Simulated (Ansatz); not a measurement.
**FGeH₅Si (built from SMILES [F][GeH2][SiH3]): search for a transition state**

Wanted: the transition state of a extrusion of a silylene or germylene (form Si1–F3 and break Si1–Ge2, Ge2–F3). The guess is relaxed with those distances held, a saddle search follows, and vibrations and two downhill relaxations check it.

Computed with Ansatz 0.2.0, Gaussian basis. Level: PBE0-D4, def2-SVP first, then def2-TZVP.

21 further runs of the same task are left out: 21 set aside as unsound or not needed.

## (1) Where the work starts

The guess: 8 atoms, charge 0, spin multiplicity 1.

Atoms are counted from 1 here; the program's logs count them from 0.

Bond lengths: Si1–Ge2 2.703 Å, Si1–H6 1.453 Å, Si1–H7 1.451 Å, Si1–H8 1.470 Å, Ge2–F3 2.108 Å, Ge2–H4 1.590 Å, Ge2–H5 1.589 Å. Angles: Ge2–Si1–H6 84.6°, Ge2–Si1–H7 87.5°, Ge2–Si1–H8 141.1°, H6–Si1–H7 125.1°, H6–Si1–H8 109.4°, H7–Si1–H8 110.3°, Si1–Ge2–F3 47.0°, Si1–Ge2–H4 110.8°, Si1–Ge2–H5 128.6°, F3–Ge2–H4 88.5°, F3–Ge2–H5 90.2°, H4–Ge2–H5 91.1°.

Geometry (Å):

```xyz
8
FGeH5Si
Si   -0.0525    0.1192    1.2865
Ge   -0.3569    0.4462   -1.3797
F     0.9189   -0.7629   -0.2161
H    -0.9289   -0.8770   -2.0502
H     0.7654    0.5643   -2.4989
H    -1.4612   -0.2369    1.2660
H     0.4650    1.4738    1.3303
H     0.6503   -0.7266    2.2620
```

Distances that are to change: Si1–F3 1.99 Å, Si1–Ge2 2.70 Å, Ge2–F3 2.11 Å.

## (2) Constrained relaxation of the guess

hold/in.yaml

```yaml
crystal:
  periodic: [false, false, false]
  atoms:
    - {symbol: Si, position_ang: [-0.052500, 0.119200, 1.286500]}
    - {symbol: Ge, position_ang: [-0.356900, 0.446200, -1.379700]}
    - {symbol: F, position_ang: [0.918900, -0.762900, -0.216100]}
    - {symbol: H, position_ang: [-0.928900, -0.877000, -2.050200]}
    - {symbol: H, position_ang: [0.765400, 0.564300, -2.498900]}
    - {symbol: H, position_ang: [-1.461200, -0.236900, 1.266000]}
    - {symbol: H, position_ang: [0.465000, 1.473800, 1.330300]}
    - {symbol: H, position_ang: [0.650300, -0.726600, 2.262000]}
basis:
  gaussian: {orbitals: def2-SVP}
hamiltonian: {xc: pbe0, dispersion: d4}
relax: {f_tol: 0.08, max_steps: 120, escape_saddle: false, constraints: [{distance: [0, 2]}, {distance: [0, 1]}, {distance: [1, 2]}]}
```

The command line of these runs was not kept.

Further steps of the session: Saddle search in the small basis; Saddle search in triple zeta; Checking the order of the point; Relaxing after a step of 0.30 Å one way along the mode; Relaxing after a step of 0.30 Å the other way along the mode.

**Question.** What will these runs give? Wanted: imaginary mode; barrier from the start side; barrier from the end side; energy of the step; pairs that change; zero-point energy at the saddle.

The runs gave:

| quantity | value |
| --- | --- |
| imaginary mode | 287i cm⁻¹ |
| barrier from the start side | 33.9 kcal/mol |
| barrier from the end side | 10.6 kcal/mol |
| energy of the step | +23.3 kcal/mol |
| pairs that change | Si1–F3 formed, Si1–Ge2 broken, Ge2–F3 broken |
| zero-point energy at the saddle | 1.138 eV |

In words: One imaginary mode, 287i cm⁻¹, makes this a first-order saddle. The two relaxations end on the structures that were planned. At PBE0-D4/def2-TZVP the electronic barrier is 33.9 kcal/mol, about 57 kT at 298 K, and the step runs 23.3 kcal/mol uphill. A step off the saddle overshot and began above it in energy, so the link to its end is likely but not proven. Lower complexes than these ends may exist.
